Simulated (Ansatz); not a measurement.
# CH₅GeN (SMILES [CH2]1[NH][GeH2]1): single points off equilibrium

One table from this session's results is given with a row withheld; the runs are named, their logs left out.

Program: Ansatz 0.2.0, Gaussian basis. Level of theory: single points in def2-TZVPP. These are calculated values, not measurements.

Correlated methods freeze the cores. Filled d shells of the heavier atoms are correlated.

### The starting structure

8 atoms, charge 0, spin multiplicity 1.

Atoms are counted from 1 here; the program's logs count them from 0.

Bond lengths: C1–N2 1.292 Å, C1–Ge3 2.239 Å, C1–H4 1.213 Å, C1–H5 1.063 Å, N2–Ge3 2.153 Å, N2–H6 0.959 Å, Ge3–H7 1.341 Å, Ge3–H8 1.365 Å. Angles: N2–C1–Ge3 69.3°, N2–C1–H4 116.5°, N2–C1–H5 123.9°, Ge3–C1–H4 104.8°, Ge3–C1–H5 102.2°, H4–C1–H5 119.1°, C1–N2–Ge3 76.5°, C1–N2–H6 107.8°, Ge3–N2–H6 115.0°, C1–Ge3–N2 34.2°, C1–Ge3–H7 99.1°, C1–Ge3–H8 105.3°, N2–Ge3–H7 73.7°, N2–Ge3–H8 83.4°, H7–Ge3–H8 91.3°.

As a file:

| atom | x (Å) | y (Å) | z (Å) |
| --- | --- | --- | --- |
| C1 | -0.6808 | 0.6423 | -0.4293 |
| N2 | -0.0887 | 0.5415 | 0.7149 |
| Ge3 | 0.6946 | -1.1237 | -0.4028 |
| H4 | -1.7937 | 0.1663 | -0.5061 |
| H5 | -0.3031 | 1.2095 | -1.2447 |
| H6 | 0.5077 | 1.2868 | 0.8028 |
| H7 | 1.7381 | -0.5717 | 0.2328 |
| H8 | 0.3490 | -1.8315 | 0.7121 |

Set-up of the first run:

Contents of run/in.yaml:

```yaml
crystal:
  periodic: [false, false, false]
  atoms:
    - {symbol: C, position_ang: [-0.680800, 0.642300, -0.429300]}
    - {symbol: N, position_ang: [-0.088700, 0.541500, 0.714900]}
    - {symbol: Ge, position_ang: [0.694600, -1.123700, -0.402800]}
    - {symbol: H, position_ang: [-1.793700, 0.166300, -0.506100]}
    - {symbol: H, position_ang: [-0.303100, 1.209500, -1.244700]}
    - {symbol: H, position_ang: [0.507700, 1.286800, 0.802800]}
    - {symbol: H, position_ang: [1.738100, -0.571700, 0.232800]}
    - {symbol: H, position_ang: [0.349000, -1.831500, 0.712100]}
basis:
  gaussian: {orbitals: def2-TZVPP}
correlation: {method: ccsd_t}
output: {forces: true}
```

No record of the launch command was kept for these runs.

Among the steps run: CCSD(T)/def2-TZVPP; PBE0-D4/def2-TZVPP; wB97M-V/def2-TZVPP; r2SCAN-D4/def2-TZVPP; PBE-D4/def2-TZVPP; r2SCANh-D4/def2-TZVPP; revPBE-D4/def2-TZVPP.

One table of the session follows, with a row left open; its other results are not shown here.

```
    method  RMS force component (eV/Å)  angle to CCSD(T) forces (°)  dipole (D)
   CCSD(T)                       2.464                    reference        1.93
   PBE0-D4                       2.459                          5.0        1.84
   wB97M-V                       2.426                          6.0        2.01
 r2SCAN-D4                       2.431                          2.9        1.80
    PBE-D4                       2.538                          3.8        1.67
r2SCANh-D4                       2.414                          4.1        1.85
 revPBE-D4                           ?                            ?           ?
```

Q: Estimate the row for revPBE-D4 from the others.

**Answer.** RMS force component (eV/Å): 2.567; angle to CCSD(T) forces (°): 4.0; dipole (D): 1.68. In the column «RMS force component (eV/Å)» it is the highest.
